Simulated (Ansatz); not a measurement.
What does this script print? It uses Ansatz 0.2.0, Python API.

Input file `bese.xyz`:
```text
2

Be    0.00000    0.00000    0.00000
Se    0.00000    0.00000    2.17500
```

`spin.py`:
```python
import ansatz as az

BASIS_SET = "def2-SVPD"
LEVEL = "ccsd_t"
CHARGE = -1

molecule = az.Crystal.molecule_from_extxyz("bese.xyz")

setup = (
    molecule.calculation()
    .basis(gaussian=BASIS_SET)
    .correlation(LEVEL, electrons="valence")
    .charge(CHARGE)
    .scf(lower_state_search="standard")
)
found = {}
for unpaired in [1, 3]:
    rep = setup.spin("collinear", total=unpaired).run(threads=1).report
    s = unpaired / 2
    found[unpaired] = rep["free_energy_ev"]
    print(f"2S+1 = {unpaired + 1}: E = {found[unpaired]:.5f} eV, <S^2> = {abs(rep['mean_field']['state']['spin_squared']):.3f} (pure state {s * (s + 1):.2f})")
lowest = min(found, key=found.get)
for unpaired, e in found.items():
    print(f"multiplicity {unpaired + 1}: {23.060548 * (e - found[lowest]):.1f} kcal/mol above the lowest")
```

```console
$ python spin.py
2S+1 = 2: E = -65701.61947 eV, <S^2> = 0.765 (pure state 0.75)
2S+1 = 4: E = -65698.72025 eV, <S^2> = 3.759 (pure state 3.75)
multiplicity 2: 0.0 kcal/mol above the lowest
multiplicity 4: 66.9 kcal/mol above the lowest
```

In order: multiplicity 2 (+0.00 eV) and multiplicity 4 (+2.90 eV), all at the one geometry.

Caveats:
- The settings weren't tested for convergence.
- The geometry is a force-field or estimated start, not a minimum of this method, and the basis set is short of its limit. All parts are taken at fixed geometry, without zero-point energy.
- The species is open-shell (spin multiplicity 2).
- S² is that of the Hartree-Fock reference.
- The spin state was assumed, and another may lie lower.
- Finished in 38 s on 1 thread of Arm Neoverse V1 (shared host), peak memory 0.24 GiB.
